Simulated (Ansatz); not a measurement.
The same path of a periodic cell of 63 atoms, C (host C, host structure diamond, one C atom removed) was run twice with different band settings. Lost on the way: C3–C47, C11–C47, C47–C48. Made: C22–C47, C40–C47, C46–C47.

All numbers below come from DFT PBE-D3(BJ), scalar-relativistic, plane waves, PAW (Ansatz 0.2.0). Settings: PAW set soft_1, cutoff 420 eV, k mesh 2x2x2, fermi-dirac smearing 0.05 eV, no spin polarisation.

Relaxed end points:

```xyz
63
Lattice="7.1400 0.0000 0.0000 0.0000 7.1400 0.0000 0.0000 0.0000 7.1400" Properties=species:S:1:pos:R:3
C 3.567 0.012 -0.013
C 4.458 0.896 0.889
C 5.342 1.787 -0.013
C 6.254 2.681 0.899
C 5.353 0.002 1.782
C 6.254 0.889 2.670
C -0.003 0.002 -0.002
C 0.885 0.889 0.899
C 1.797 1.783 -0.013
C 2.681 2.674 0.889
C 3.572 3.558 -0.013
C 4.466 4.469 0.899
C 5.353 5.358 -0.002
C 6.246 6.249 0.891
C 1.786 0.002 1.787
C 2.681 0.896 2.680
C 3.569 1.785 1.785
C 4.458 2.674 2.680
C 5.353 3.568 1.787
C 6.246 4.461 2.678
C 3.572 0.012 3.582
C 4.531 0.824 4.394
C 5.342 1.783 3.582
C 6.244 2.674 4.466
C 5.342 0.012 5.352
C 6.244 0.896 6.243
C 0.002 3.568 -0.002
C 0.893 4.461 0.891
C 1.786 5.352 -0.002
C 2.673 6.241 0.899
C -0.001 1.785 1.785
C 0.885 2.681 2.670
C 1.786 3.568 1.782
C 2.673 4.469 2.670
C 3.569 5.355 1.785
C 4.466 6.241 2.670
C 0.002 0.002 3.571
C 0.895 0.896 4.466
C 1.797 1.787 3.582
C 2.608 2.746 4.394
C 3.567 3.558 3.582
C 4.458 4.459 4.466
C 5.353 5.352 3.571
C 6.254 6.241 4.458
C 1.797 0.012 5.357
C 2.608 0.824 6.315
C 4.531 2.746 6.315
C 5.342 3.558 5.357
C 6.254 4.470 6.251
C -0.001 5.355 1.785
C 0.893 6.249 2.678
C -0.003 3.568 3.571
C 0.885 4.470 4.458
C 1.786 5.358 3.571
C 2.681 6.251 4.466
C -0.001 1.785 5.355
C 0.895 2.674 6.243
C 1.797 3.558 5.352
C 2.681 4.459 6.243
C 3.569 5.355 5.355
C 4.458 6.251 6.243
C -0.001 5.355 5.355
C 0.885 6.241 6.251
```

```xyz
63
Lattice="7.1400 0.0000 0.0000 0.0000 7.1400 0.0000 0.0000 0.0000 7.1400" Properties=species:S:1:pos:R:3
C 3.573 0.003 -0.003
C 4.465 0.905 0.880
C 5.424 1.716 0.069
C 6.235 2.675 0.880
C 5.359 -0.007 1.792
C 6.246 0.894 2.680
C 0.007 -0.007 0.004
C 0.895 0.894 0.891
C 1.788 1.788 -0.003
C 2.690 2.680 0.880
C 3.501 3.639 0.069
C 4.460 4.450 0.880
C 5.352 5.352 -0.003
C 6.246 6.245 0.891
C 1.786 0.001 1.784
C 2.679 0.894 2.675
C 3.573 1.788 1.782
C 4.463 2.678 2.678
C 5.352 3.567 1.782
C 6.246 4.461 2.675
C 3.566 -0.007 3.563
C 4.460 0.905 4.475
C 5.352 1.788 3.573
C 6.235 2.680 4.475
C 5.352 0.003 5.358
C 6.235 0.905 6.250
C -0.003 3.567 -0.003
C 0.890 4.461 0.891
C 1.778 5.362 0.004
C 2.679 6.250 0.891
C 0.007 1.781 1.792
C 0.892 2.678 2.678
C 1.778 3.574 1.792
C 2.679 4.461 2.680
C 3.566 5.362 1.792
C 4.463 6.247 2.678
C -0.001 0.001 3.571
C 0.890 0.894 4.464
C 1.778 1.781 3.563
C 2.690 2.675 4.475
C 3.573 3.567 3.573
C 4.465 4.450 4.475
C 5.359 5.362 3.563
C 6.246 6.250 4.464
C 1.778 -0.007 5.351
C 2.690 0.905 6.245
C 3.501 1.716 5.286
C 5.424 3.639 5.286
C 6.235 4.450 6.245
C -0.001 5.354 1.784
C 0.892 6.247 2.678
C 0.007 3.574 3.563
C 0.895 4.461 4.464
C 1.786 5.354 3.571
C 2.679 6.245 4.464
C -0.003 1.788 5.358
C 0.892 2.678 6.247
C 1.788 3.567 5.358
C 2.690 4.450 6.250
C 3.573 5.352 5.358
C 4.463 6.247 6.247
C 0.007 5.362 5.351
C 0.892 6.247 6.247
```

Common settings: movable images 3; climbing image yes; end points relaxed.

| run | spring | optimiser | start path | force threshold | iteration limit |
| --- | --- | --- | --- | --- | --- |
| 1 | 5.0 eV/Å² | quadratic models (default) | straight line | 0.03 eV/Å | 80 |
| 2 | 100.0 eV/Å² | fire | default | 0.05 eV/Å | 50 |

(1) What does each run give, and how far can it be trusted?

Results:

(1) Run 1: converged after 16 iterations, highest image 2.819 eV above the first end. Neighbouring images differ by up to 1.5 eV, so the band resolves the path poorly. By the program's own check the climbing image is a first-order saddle point (lowest curvatures found: -14.10 and 3.78 eV/Å²).
Run 2: converged after 24 iterations, highest image 2.986 eV above the first end. Neighbouring images differ by up to 1.8 eV, so the band resolves the path poorly. The order of the stationary point at the top wasn't checked.
Limits of this set-up: coarse k mesh.
